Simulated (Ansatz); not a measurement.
# CH₆Ge + HCl: a complex and its separated parts

The complex below is one end of an elementary step. How strongly is it bound against its free parts?

Program: Ansatz 0.2.0, Gaussian basis. Level of theory: PBE0-D4/def2-TZVP structures, single points in def2-TZVPP, no counterpoise correction. These are calculated values, not measurements.

Levels: SPW92, PBE-D4, BLYP-D4, r2SCAN-D4, B97M-V, PBE0-D4, B3LYP-D4, r2SCAN0-D4, BHLYP-D4, CAM-B3LYP-D4, wB97X-V, wB97M-V, B2PLYP, PBE-QIDH, RPA on PBE, Hartree-Fock, MP2, CCSD, CCSD(T).

Cores are frozen in the correlated methods. Filled d shells of the heavier atoms are correlated. B3LYP uses VWN-RPA correlation. B2PLYP carries no dispersion term here.

21 further runs of the same task are left out: 21 set aside as unsound or not needed.

### 1 The starting structure

The complex: 10 atoms, charge 0, spin multiplicity 1.

Atoms are counted from 1 here; the program's logs count them from 0.

Bond lengths: Ge1–C2 1.949 Å, Ge1–H3 1.550 Å, Ge1–H4 1.537 Å, Ge1–H5 1.537 Å, C2–H8 1.090 Å, C2–H9 1.091 Å, C2–H10 1.090 Å, H6–Cl7 1.286 Å. Angles: C2–Ge1–H3 110.0°, C2–Ge1–H4 111.4°, C2–Ge1–H5 111.4°, H3–Ge1–H4 107.3°, H3–Ge1–H5 107.2°, H4–Ge1–H5 109.4°, Ge1–C2–H8 110.3°, Ge1–C2–H9 109.9°, Ge1–C2–H10 110.4°, H8–C2–H9 108.8°, H8–C2–H10 108.5°, H9–C2–H10 108.8°.

Coordinates:

```
Ge   -0.1816   -0.0642   -1.1569
C     0.5669   -0.9994    0.3805
H    -0.8624    1.2503   -0.6991
H     0.9114    0.3165   -2.1687
H    -1.2549   -0.9105   -1.8605
H    -0.7431    1.8387    1.1139
Cl   -0.5710    2.1111    2.3586
H    -0.2192   -1.2419    1.0963
H     1.0446   -1.9247    0.0564
H     1.3093   -0.3760    0.8796
```

Its parts: CH₆Ge holds atoms 1, 2, 3, 4, 5, 8, 9, 10; HCl holds atoms 6, 7. Each part counts its atoms afresh in its own runs.

### 2 Relaxing CH₆Ge alone

Input file relax-a/in.yaml:

```yaml
crystal:
  periodic: [false, false, false]
  atoms:
    - {symbol: Ge, position_ang: [-0.181574, -0.064171, -1.156937]}
    - {symbol: C, position_ang: [0.566863, -0.999361, 0.380529]}
    - {symbol: H, position_ang: [-0.862418, 1.250285, -0.699081]}
    - {symbol: H, position_ang: [0.911389, 0.316514, -2.168677]}
    - {symbol: H, position_ang: [-1.254894, -0.910455, -1.860525]}
    - {symbol: H, position_ang: [-0.219183, -1.241920, 1.096265]}
    - {symbol: H, position_ang: [1.044613, -1.924687, 0.056437]}
    - {symbol: H, position_ang: [1.309281, -0.375989, 0.879570]}
basis:
  gaussian: {orbitals: def2-TZVP}
hamiltonian: {xc: pbe0, dispersion: d4}
relax: {f_tol: 0.005, max_steps: 200}
```

The command line of these runs was not kept.

Log (excerpt; [...] marks lines left out):

```text
Functional definition: PBE0
  name "PBE0"
  cite "Adamo & Barone, J. Chem. Phys. 110, 6158 (1999) doi:10.1063/1.478522"
  cite "Perdew, Burke & Ernzerhof, Phys. Rev. Lett. 77, 3865 (1996) doi:10.1103/PhysRevLett.77.3865"
  parent pbe
[...]
845 factors; their error is unknown
[...]
mean field -57644.79667578 eV, -2118.4072047885 hartree, gradient 4.2e-5 eV, S^2 0.000000; 0 other end points of the search recorded, 0 dependent functions left out
[...]
reference -57644.79670395 eV, -2118.4072058236 hartree; 22, 22 occupied and 93, 93 virtual orbitals, 845 factors
relax step   1: F+E_penalty+E_count = -57644.88161781 eV  Δ(F+E_penalty+E_count) = +0.000e0 eV  max|allowed force component| = 3.218e-1 eV/Å  Δτ_max = 0.0000 Å  (23 SCF iters, accepted)
[...]
relax step   3: F+E_penalty+E_count = -57644.88538432 eV  Δ(F+E_penalty+E_count) = -4.375e-4 eV  max|allowed force component| = 1.096e-2 eV/Å  Δτ_max = 0.0082 Å  (29 SCF iters, accepted)
[...]
relax step   4: F+E_penalty+E_count = -57644.88539234 eV  Δ(F+E_penalty+E_count) = -8.016e-6 eV  max|allowed force component| = 1.004e-3 eV/Å  Δτ_max = 0.0005 Å  (17 SCF iters, accepted)
845 factors; their error is unknown
mean field -57644.80042067 eV, -2118.4073424104 hartree, gradient 6.3e-5 eV, S^2 0.000000; 1 other end points of the search recorded, 0 dependent functions left out
[...]
reference -57644.80044889 eV, -2118.4073434475 hartree; 22, 22 occupied and 93, 93 virtual orbitals, 845 factors
Total energy: -57644.88542056 eV, -2118.4104660988 hartree
Atom 0 at    -0.190411    -0.047984    -1.152348 Å, force    -0.000039     0.000022    -0.000208 eV/Å
Atom 1 at     0.565077    -0.997460     0.377691 Å, force    -0.000149     0.000230    -0.000146 eV/Å
Atom 2 at    -0.865203     1.257576    -0.694500 Å, force    -0.000002     0.000007     0.000016 eV/Å
Atom 3 at     0.913957     0.302273    -2.165844 Å, force    -0.000031    -0.000032     0.000083 eV/Å
Atom 4 at    -1.243410    -0.920298    -1.859271 Å, force     0.000052     0.000019     0.000064 eV/Å
Atom 5 at    -0.219096    -1.244449     1.094184 Å, force    -0.001004    -0.000157     0.000544 eV/Å
Atom 6 at     1.042488    -1.921886     0.050885 Å, force     0.000429    -0.000928    -0.000656 eV/Å
Atom 7 at     1.310676    -0.377557     0.876784 Å, force     0.000743     0.000840     0.000304 eV/Å
Dipole moment:     0.058416    -0.073415     0.118307 e Å
```

It took 3.6 s on 4 threads, shared host; peak memory 0.2 GiB.

Along the way:

```tsv
step	energy from step 1 (eV)	largest force component (eV/Å)
1	0.0000	0.3218
2	-0.0033	0.0440
3	-0.0038	0.0110
4	-0.0038	0.0010
```

Distances of close pairs at the start and the end, largest changes first:

```tsv
bond	before (Å)	after (Å)	change (Å)
Ge1–H3	1.550	1.539	-0.010
Ge1–C2	1.949	1.953	+0.004
Ge1–H4	1.537	1.539	+0.002
Ge1–H5	1.537	1.539	+0.002
C2–H8	1.090	1.091	+0.000
C2–H6	1.090	1.091	+0.000
C2–H7	1.091	1.091	-0.000
```

### 3 Relaxing HCl alone

Input file relax-b/in.yaml:

```yaml
crystal:
  periodic: [false, false, false]
  atoms:
    - {symbol: H, position_ang: [-0.743106, 1.838652, 1.113915]}
    - {symbol: Cl, position_ang: [-0.570967, 2.111132, 2.358605]}
basis:
  gaussian: {orbitals: def2-TZVP}
hamiltonian: {xc: pbe0, dispersion: d4}
relax: {f_tol: 0.005, max_steps: 200}
```

Log (excerpt; [...] marks lines left out):

```text
[... 5 set-up lines as earlier in the session ...]
[...]
312 factors; their error is unknown
[...]
mean field -12535.31569808 eV, -460.6643551624 hartree, gradient 4.2e-5 eV, S^2 0.000000; 0 other end points of the search recorded, 0 dependent functions left out
[...]
reference -12535.31571346 eV, -460.6643557276 hartree; 9, 9 occupied and 34, 34 virtual orbitals, 312 factors
relax step   1: F+E_penalty+E_count = -12535.32028141 eV  Δ(F+E_penalty+E_count) = +0.000e0 eV  max|allowed force component| = 2.114e-1 eV/Å  Δτ_max = 0.0000 Å  (21 SCF iters, accepted)
[...]
relax step   2: F+E_penalty+E_count = -12535.32091251 eV  Δ(F+E_penalty+E_count) = -6.311e-4 eV  max|allowed force component| = 8.624e-2 eV/Å  Δτ_max = 0.0020 Å  (25 SCF iters, accepted)
[...]
relax step   3: F+E_penalty+E_count = -12535.32103630 eV  Δ(F+E_penalty+E_count) = -1.238e-4 eV  max|allowed force component| = 9.747e-4 eV/Å  Δτ_max = 0.0014 Å  (25 SCF iters, accepted)
312 factors; their error is unknown
[...]
mean field -12535.31645842 eV, -460.6643831041 hartree, gradient 1.0e-5 eV, S^2 0.000000; 1 other end points of the search recorded, 0 dependent functions left out
[...]
reference -12535.31647376 eV, -460.6643836680 hartree; 9, 9 occupied and 34, 34 virtual orbitals, 312 factors
Total energy: -12535.32105164 eV, -460.6645519021 hartree
Atom 0 at    -0.742644     1.839383     1.117256 Å, force    -0.000135    -0.000213    -0.000975 eV/Å
Atom 1 at    -0.571429     2.110401     2.355264 Å, force     0.000135     0.000213     0.000975 eV/Å
Dipole moment:    -0.035159    -0.055653    -0.254224 e Å
```

Run time: 0.45 s. Hardware: 4 threads, shared host.

The steps of the relaxation:

```tsv
step	energy from step 1 (eV)	largest force component (eV/Å)
1	0.0000	0.2114
2	-0.0006	0.0862
3	-0.0008	0.0010
```

The bond:

```tsv
bond	before (Å)	after (Å)	change (Å)
H1–Cl2	1.286	1.279	-0.007
```

### 4 wB97M-V/def2-TZVPP

Input file parta/in.yaml:

```yaml
crystal:
  periodic: [false, false, false]
  atoms:
    - {symbol: Ge, position_ang: [-0.190411, -0.047984, -1.152348]}
    - {symbol: C, position_ang: [0.565077, -0.997460, 0.377691]}
    - {symbol: H, position_ang: [-0.865203, 1.257576, -0.694500]}
    - {symbol: H, position_ang: [0.913957, 0.302273, -2.165844]}
    - {symbol: H, position_ang: [-1.243410, -0.920298, -1.859271]}
    - {symbol: H, position_ang: [-0.219096, -1.244449, 1.094184]}
    - {symbol: H, position_ang: [1.042488, -1.921886, 0.050885]}
    - {symbol: H, position_ang: [1.310676, -0.377557, 0.876784]}
basis:
  gaussian: {orbitals: def2-TZVPP}
hamiltonian: {xc: {name: wB97M-V}}
```

Input file partb/in.yaml:

```yaml
crystal:
  periodic: [false, false, false]
  atoms:
    - {symbol: H, position_ang: [-0.742644, 1.839383, 1.117256]}
    - {symbol: Cl, position_ang: [-0.571429, 2.110401, 2.355264]}
basis:
  gaussian: {orbitals: def2-TZVPP}
hamiltonian: {xc: {name: wB97M-V}}
```

Log of parta (excerpt; [...] marks lines left out):

```text
Functional definition: wB97M-V
  name "wB97M-V"
  cite "Mardirossian & Head-Gordon, J. Chem. Phys. 144, 214110 (2016) doi:10.1063/1.4952647"
  cite "Becke, J. Chem. Phys. 107, 8554 (1997) doi:10.1063/1.475007"
  cite "Vydrov & Van Voorhis, J. Chem. Phys. 133, 244103 (2010) doi:10.1063/1.3521275"
  # Of w^i u^j: cxij and so on, Table III.
[...]
  gx(w, u) = 1 - cx + cx01*u + cx10*w
  gss(w, u) = css00 + css04*u^4 + css10*w + css20*w^2 + css43*w^4*u^3
  gos(w, u) = cos00 + cos10*w + (cos20 + cos21*u)*w^2 + (cos60 + cos61*u)*w^6
[...]
      + integral(e_c_pw_mod_opposite_spin*gos(b97_w_opposite, b97_u_opposite)) + vv10(b, c)
920 factors; their error is unknown
229 factors; integrals over basis functions are off by at most 7.9e-6 eV
[...]
mean field -57649.15084689 eV, -2118.5672176254 hartree, gradient 1.3e-5 eV, S^2 0.000000; 0 other end points of the search recorded, 0 dependent functions left out
reference -57649.15089071 eV, -2118.5672192355 hartree; 22, 22 occupied and 141, 141 virtual orbitals, 920 factors
Total energy: -57649.15089071 eV, -2118.5672192355 hartree
```

partb printed (excerpt; [...] marks lines left out):

```text
[... 5 set-up lines as earlier in the session ...]
  # Of w^i u^j: cxij and so on, Table III.
[...]
  gx(w, u) = 1 - cx + cx01*u + cx10*w
  gss(w, u) = css00 + css04*u^4 + css10*w + css20*w^2 + css43*w^4*u^3
  gos(w, u) = cos00 + cos10*w + (cos20 + cos21*u)*w^2 + (cos60 + cos61*u)*w^6
[...]
      + integral(e_c_pw_mod_opposite_spin*gos(b97_w_opposite, b97_u_opposite)) + vv10(b, c)
369 factors; their error is unknown
61 factors; integrals over basis functions are off by at most 9.0e-5 eV
[...]
mean field -12538.73839045 eV, -460.7901367870 hartree, gradient 5.6e-5 eV, S^2 0.000000; 0 other end points of the search recorded, 0 dependent functions left out
reference -12538.73841350 eV, -460.7901376340 hartree; 9, 9 occupied and 47, 47 virtual orbitals, 369 factors
Total energy: -12538.73841350 eV, -460.7901376340 hartree
```

Times: 3.1 s (parta), 0.35 s (partb) on 4 threads, shared host; peak memory 0.4 GiB.

### 5 CCSD(T)/def2-TZVPP

Each input of step 4 (parta, partb) changes in the same lines:

```diff
-hamiltonian: {xc: {name: wB97M-V}}
+correlation: {method: ccsd_t}
```

Log of parta (excerpt; [...] marks lines left out):

```text
Functional definition: HF
  name "HF"
  cite "Fock, Z. Phys. 61, 126 (1930) doi:10.1007/BF01340294"
[... 1 set-up line as earlier in the session ...]
[...]
951 factors; integrals over basis functions are off by at most 9.4e-4 eV
[...]
mean field -57599.36909319 eV, -2116.7377719200 hartree, gradient 2.2e-6 eV, S^2 0.000000; 0 other end points of the search recorded, 0 dependent functions left out
10 core orbitals not correlated: weight in the atoms' cores, before any rotation towards them, 1.000 or more for the frozen orbitals, at most 0.000 for the correlated occupied ones
reference -57599.36909319 eV, -2116.7377719200 hartree; 12, 12 occupied and 141, 141 virtual orbitals, 951 factors
second order -12.37879578 eV of doubles, -0.00000000 eV of singles
cycle   1  -12.71083095 eV  change   -3.3e-1 eV  update   8.0e-2
[...]
cycle   8  -13.17072166 eV  change   -6.5e-6 eV  update   1.4e-5
perturbative correction -0.43788242 eV, -0.0160918821 hartree
Total energy: -57612.97769727 eV, -2117.2378788958 hartree
```

Output in partb (excerpt; [...] marks lines left out):

```text
[... 4 set-up lines as earlier in the session ...]
[...]
322 factors; integrals over basis functions are off by at most 1.4e-3 eV
[...]
mean field -12519.93379393 eV, -460.0990806109 hartree, gradient 2.9e-6 eV, S^2 0.000000; 0 other end points of the search recorded, 0 dependent functions left out
5 core orbitals not correlated: weight in the atoms' cores, before any rotation towards them, 1.000 or more for the frozen orbitals, at most 0.000 for the correlated occupied ones
reference -12519.93379393 eV, -460.0990806109 hartree; 4, 4 occupied and 47, 47 virtual orbitals, 322 factors
second order -5.53925748 eV of doubles, -0.00000000 eV of singles
cycle   1  -5.96028245 eV  change   -4.2e-1 eV  update   3.9e-2
[...]
cycle   7  -6.10182450 eV  change   -5.8e-6 eV  update   7.9e-6
perturbative correction -0.21572280 eV, -0.0079276668 hartree
Total energy: -12526.25134123 eV, -460.3312461922 hartree
```

Wall times: 13 s (parta), 0.2 s (partb) on 4 threads, shared host; peak memory 1.2 GiB.

### 6 Vibrations of CH₆Ge

Input file vib-parta/in.yaml:

```yaml
crystal:
  periodic: [false, false, false]
  atoms:
    - {symbol: Ge, position_ang: [-0.190411, -0.047984, -1.152348]}
    - {symbol: C, position_ang: [0.565077, -0.997460, 0.377691]}
    - {symbol: H, position_ang: [-0.865203, 1.257576, -0.694500]}
    - {symbol: H, position_ang: [0.913957, 0.302273, -2.165844]}
    - {symbol: H, position_ang: [-1.243410, -0.920298, -1.859271]}
    - {symbol: H, position_ang: [-0.219096, -1.244449, 1.094184]}
    - {symbol: H, position_ang: [1.042488, -1.921886, 0.050885]}
    - {symbol: H, position_ang: [1.310676, -0.377557, 0.876784]}
basis:
  gaussian: {orbitals: def2-TZVP}
hamiltonian: {xc: pbe0, dispersion: d4}
phonons: {temperatures: {t_min: 298.15, t_max: 900, t_step: 200}}
```

Log (excerpt; [...] marks lines left out):

```text
[... 5 set-up lines as earlier in the session ...]
[...]
845 factors; their error is unknown
[...]
mean field -57644.80042062 eV, -2118.4073424087 hartree, gradient 4.0e-5 eV, S^2 0.000000; 0 other end points of the search recorded, 0 dependent functions left out
[...]
reference -57644.80044883 eV, -2118.4073434455 hartree; 22, 22 occupied and 93, 93 virtual orbitals, 845 factors
[... from here to the last solve, the lines of the solves are left out (47 solves) ...]
845 factors; their error is unknown
mean field -57644.80038642 eV, -2118.4073411519 hartree, gradient 1.0e-6 eV, S^2 0.000000; 0 other end points of the search recorded, 0 dependent functions left out
[...]
Atom 0 at    -0.190411    -0.047984    -1.152348 Å, force    -0.000024     0.000022    -0.000211 eV/Å
Atom 1 at     0.565077    -0.997460     0.377691 Å, force    -0.000164     0.000220    -0.000132 eV/Å
Atom 2 at    -0.865203     1.257576    -0.694500 Å, force    -0.000006     0.000013     0.000016 eV/Å
Atom 3 at     0.913957     0.302273    -2.165844 Å, force    -0.000038    -0.000034     0.000088 eV/Å
Atom 4 at    -1.243410    -0.920298    -1.859271 Å, force     0.000049     0.000016     0.000062 eV/Å
Atom 5 at    -0.219096    -1.244449     1.094184 Å, force    -0.000985    -0.000148     0.000530 eV/Å
Atom 6 at     1.042488    -1.921886     0.050885 Å, force     0.000431    -0.000923    -0.000653 eV/Å
Atom 7 at     1.310676    -0.377557     0.876784 Å, force     0.000737     0.000834     0.000300 eV/Å
Dipole moment:     0.058416    -0.073416     0.118307 e Å
Vibrations: 163.39 490.12 490.16 609.72 842.19 846.12 846.14 899.85 899.86 1266.71 1458.31 1458.34 2147.53 2148.09 2148.12 3066.71 3158.12 3158.13 cm⁻¹, zero-point energy 1.617846 eV
```

It took 25 s on 4 threads, shared host; peak memory 0.2 GiB.

The modes, with what each moves most:

```tsv
mode	wavenumber (cm⁻¹)	character
1	163	torsion
2	490	bend
3	490	bend
4	610	Ge–C stretch
5	842	bend
6	846	bend with torsion
7	846	bend with torsion
8	900	bend
9	900	bend
10	1267	bend
11	1458	bend
12	1458	bend
13	2148	Ge–H stretch
14	2148	Ge–H stretch
15	2148	Ge–H stretch
16	3067	C–H stretch
17	3158	C–H stretch
18	3158	C–H stretch
```

Vibrational sums (real modes only):

```tsv
T (K)	entropy (J/mol/K)	heat capacity (J/mol/K)
298	21.6	35.7
498	47.0	63.7
698	71.8	83.6
898	94.8	98.3
```

### 7 Vibrations of HCl

Input file vib-partb/in.yaml:

```yaml
crystal:
  periodic: [false, false, false]
  atoms:
    - {symbol: H, position_ang: [-0.742644, 1.839383, 1.117256]}
    - {symbol: Cl, position_ang: [-0.571429, 2.110401, 2.355264]}
basis:
  gaussian: {orbitals: def2-TZVP}
hamiltonian: {xc: pbe0, dispersion: d4}
phonons: {temperatures: {t_min: 298.15, t_max: 900, t_step: 200}}
```

Log (excerpt; [...] marks lines left out):

```text
[... 5 set-up lines as earlier in the session ...]
[...]
312 factors; their error is unknown
[...]
mean field -12535.31645842 eV, -460.6643831041 hartree, gradient 4.2e-5 eV, S^2 0.000000; 0 other end points of the search recorded, 0 dependent functions left out
[...]
reference -12535.31647376 eV, -460.6643836680 hartree; 9, 9 occupied and 34, 34 virtual orbitals, 312 factors
[...]
312 factors; their error is unknown
[...]
mean field -12535.31645842 eV, -460.6643831041 hartree, gradient 1.1e-6 eV, S^2 0.000000; 0 other end points of the search recorded, 0 dependent functions left out
[...]
reference -12535.31647376 eV, -460.6643836680 hartree; 9, 9 occupied and 34, 34 virtual orbitals, 312 factors
[...]
312 factors; their error is unknown
mean field -12535.31635816 eV, -460.6643794198 hartree, gradient 6.3e-7 eV, S^2 0.000000; 0 other end points of the search recorded, 0 dependent functions left out
[...]
reference -12535.31637352 eV, -460.6643799842 hartree; 9, 9 occupied and 34, 34 virtual orbitals, 312 factors
[...]
312 factors; their error is unknown
[...]
mean field -12535.31635631 eV, -460.6643793519 hartree, gradient 4.5e-7 eV, S^2 0.000000; 0 other end points of the search recorded, 0 dependent functions left out
[...]
reference -12535.31637164 eV, -460.6643799153 hartree; 9, 9 occupied and 34, 34 virtual orbitals, 312 factors
Total energy: -12535.32105164 eV, -460.6645519021 hartree
Atom 0 at    -0.742644     1.839383     1.117256 Å, force    -0.000131    -0.000208    -0.000950 eV/Å
Atom 1 at    -0.571429     2.110401     2.355264 Å, force     0.000131     0.000208     0.000950 eV/Å
Dipole moment:    -0.035159    -0.055653    -0.254224 e Å
Vibrations: 2997.25 cm⁻¹, zero-point energy 0.185806 eV
```

It took 0.9 s on 4 threads, shared host.

The modes, with what each moves most:

```tsv
mode	wavenumber (cm⁻¹)	character
1	2997	Cl–H stretch
```

Vibrational sums (real modes only):

```tsv
T (K)	entropy (J/mol/K)	heat capacity (J/mol/K)
298	0.0	0.0
498	0.0	0.1
698	0.1	0.7
898	0.4	1.6
```

### 8 Complex less separated parts

The complex's own energies come from single points at the same levels. Levels not printed above were run the same way.

Rows are in def2-TZVPP; times add the 3 runs of a level on a shared host, so small differences are noise.

Differences are taken before rounding.

```tsv
method	rung	complex less parts (kJ/mol)	from CCSD(T) (kJ/mol)	time
SPW92	LDA	-17.6	-10.2	1.4 s
PBE-D4	GGA	-12.0	-4.6	2.1 s
BLYP-D4	GGA	-10.3	-2.9	2.3 s
r2SCAN-D4	meta-GGA	-8.6	-1.2	4.8 s
B97M-V	meta-GGA	-9.1	-1.7	9 s
PBE0-D4	hybrid	-9.9	-2.5	3 s
B3LYP-D4	hybrid	-9.6	-2.2	2.8 s
r2SCAN0-D4	hybrid	-8.1	-0.7	5 s
BHLYP-D4	hybrid	-8.6	-1.3	2.8 s
CAM-B3LYP-D4	range-separated hybrid	-9.0	-1.6	3.2 s
wB97X-V	range-separated hybrid	-7.7	-0.4	7.9 s
wB97M-V	range-separated hybrid	-7.8	-0.5	9.9 s
B2PLYP	double hybrid	-4.8	+2.5	5.2 s
PBE-QIDH	double hybrid	-6.3	+1.1	5.3 s
RPA on PBE	RPA	-4.7	+2.7	4.7 s
Hartree-Fock	wavefunction	3.8	+11.2	
MP2	wavefunction	-8.5	-1.1	
CCSD	wavefunction	-5.7	+1.7	
CCSD(T)	wavefunction	-7.4	0	85 s
```

Among the levels timed on like hardware and quicker than the yardstick, those that no quicker one beats, quickest first: SPW92 (1.4 s, -10.2 kJ/mol); PBE-D4 (2.1 s, -4.6 kJ/mol); BLYP-D4 (2.3 s, -2.9 kJ/mol); BHLYP-D4 (2.8 s, -1.3 kJ/mol); r2SCAN-D4 (4.8 s, -1.2 kJ/mol); r2SCAN0-D4 (5 s, -0.7 kJ/mol); wB97X-V (7.9 s, -0.4 kJ/mol).

wB97X-V reaches 0.4 kJ/mol from the reference in 7.9 s, where CCSD(T) took 85 s; the quickest level in the cost chart, SPW92, takes 1.4 s and misses by 10.2 kJ/mol.

The complex's zero-point energy, from a separate PBE0-D4 run, is 1.839 eV.

### 9 What came out

| quantity | value |
| --- | --- |
| complex less parts, CCSD(T)/def2-TZVPP | -7.4 kJ/mol |
| with zero-point energy | -4.0 kJ/mol |
| largest T1 diagnostic | 0.010 |

**Reading.** At CCSD(T) the complex lies 7.4 kJ/mol below its parts. The functionals run from wB97X-V, off by -0.4 kJ/mol, to SPW92, off by -10.2 kJ/mol, against CCSD(T). By rung, the mean size of the error is: LDA 10.2, GGA 3.8, meta-GGA 1.5, hybrid 1.7, range-separated hybrid 0.8, double hybrid 1.8 kJ/mol. PBE-D4 gives a relative energy 4.6 kJ/mol too low, an error of 62 % of the reference. No counterpoise was applied, and triple zeta lacks some correlation, so the CCSD(T) reference has a basis error of its own, and close matches with it are partly luck.
